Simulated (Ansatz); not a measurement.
# GeH₅ (doublet): the correlation ladder at distance Ge1–H5 along a hydrogen transfer = 2.099 Å, cc-pVDZ

How much of the correlation energy of GeH₅ (doublet) does each wave-function method recover here?

The runs use Ansatz 0.2.0, Gaussian basis; cc-pVDZ, core rule «outside noble gas», up to 14 orbitals frozen.

To be run: UHF; CCSD(T) on ROHF; CCSD(T) on UHF; BCCD(T) on ROHF; CISD; CCSDT(Q) on ROHF; CCSDT(Q) on UHF; CASSCF and MRCISD+Q, 3 electrons in 3 orbitals; CASSCF and NEVPT2, 3 electrons in 3 orbitals; CASSCF and MRCISD+Q, 9 electrons in 9 orbitals; CASSCF and MRCISD+Q(relaxed), 9 electrons in 9 orbitals; CASSCF and NEVPT2, 9 electrons in 9 orbitals.

10 further runs of the same task are left out: 2 for a mislabelled method, 5 that didn't finish, 3 set aside as unsound or not needed.

## 1. What is computed

The geometry derives from fragments relaxed apart (PBE0/def2-TZVP) and kept rigid, so it is no stationary point. A hydrogen atom is moved between rigid fragments. No spin-orbit coupling is included. The filled d shell of Ge may be among the frozen orbitals whatever the setting's name suggests; the logs give the count.

6 atoms, charge 0, spin multiplicity 2.

Atoms are counted from 1 here; the program's logs count them from 0.

Bond lengths: Ge1–H2 1.534 Å, Ge1–H3 1.534 Å, Ge1–H4 1.534 Å, H5–H6 0.839 Å. Angles: H2–Ge1–H3 109.5°, H2–Ge1–H4 109.5°, H3–Ge1–H4 109.5°.

## 2. UHF

Input file in.yaml:

```yaml
crystal:
  periodic: [false, false, false]
  atoms:
    - {symbol: Ge, position_ang: [-0.045449, 0.000000, 0.000000]}
    - {symbol: H, position_ang: [-0.556899, 1.446599, 0.000000]}
    - {symbol: H, position_ang: [-0.556899, -0.723300, 1.252791]}
    - {symbol: H, position_ang: [-0.556899, -0.723299, -1.252792]}
    - {symbol: H, position_ang: [2.053551, 0.000000, 0.000000]}
    - {symbol: H, position_ang: [2.892551, 0.000000, 0.000000]}
basis:
  gaussian: {orbitals: cc-pVDZ}
magnetization: {spin_polarized: true, initial_magnetization: 1}
hamiltonian: {xc: hf}
output: {orbitals: {seedname: orbitals}}
```

Launch:

```
ansatz run in.yaml --threads 1 --pin off --events-out ev --progress --plain --max-ram 2393MiB
```

The runs that follow: CCSD(T) on ROHF; CCSD(T) on UHF; BCCD(T) on ROHF; CISD; CCSDT(Q) on ROHF; CCSDT(Q) on UHF; CASSCF and MRCISD+Q, 3 electrons in 3 orbitals; CASSCF and NEVPT2, 3 electrons in 3 orbitals; CASSCF and MRCISD+Q, 9 electrons in 9 orbitals; CASSCF and MRCISD+Q(relaxed), 9 electrons in 9 orbitals; CASSCF and NEVPT2, 9 electrons in 9 orbitals.

Q: Predict the results of all the runs planned. Wanted: UCCSDT(Q) below the RHF energy; RMP2 from UCCSDT(Q); UMP2 from UCCSDT(Q); RCCSD from UCCSDT(Q); RCCSD(T) from UCCSDT(Q); UCCSD(T) from UCCSDT(Q); RCCSDT(Q) from UCCSDT(Q); NEVPT2 pair from UCCSDT(Q); NEVPT2 valence from UCCSDT(Q).

As calculated:

| quantity | value |
| --- | --- |
| UCCSDT(Q) below the RHF energy | -4.4467 eV |
| RMP2 from UCCSDT(Q) | +23.86 kcal/mol |
| UMP2 from UCCSDT(Q) | +23.72 kcal/mol |
| RCCSD from UCCSDT(Q) | +2.16 kcal/mol |
| RCCSD(T) from UCCSDT(Q) | +0.54 kcal/mol |
| UCCSD(T) from UCCSDT(Q) | +0.46 kcal/mol |
| RCCSDT(Q) from UCCSDT(Q) | +0.08 kcal/mol |
| NEVPT2 pair from UCCSDT(Q) | +22.09 kcal/mol |
| NEVPT2 valence from UCCSDT(Q) | +18.31 kcal/mol |
| MRCISD+Q valence from UCCSDT(Q) | +0.27 kcal/mol |
| levels within 1 kcal/mol (43 meV) | RCCSD(T), UCCSD(T), BCCD(T), RCCSDT, UCCSDT, RCCSDT(Q), MRCISD+Q valence, MRCISD+Q(relaxed) valence |
| T1 diagnostic | 0.017 |
| effectively unpaired electrons | 1.02 |

In words: RCCSD(T) misses by +0.54 kcal/mol, 0.5 % of the correlation energy. One determinant dominates. Of the multireference levels listed MRCISD+Q valence comes nearest in total energy (+0.27 kcal/mol), which doesn't show that its space is the better one. These misses are within one basis, not against nature; the frozen cores of restricted and unrestricted runs differ, which can shift their rows.
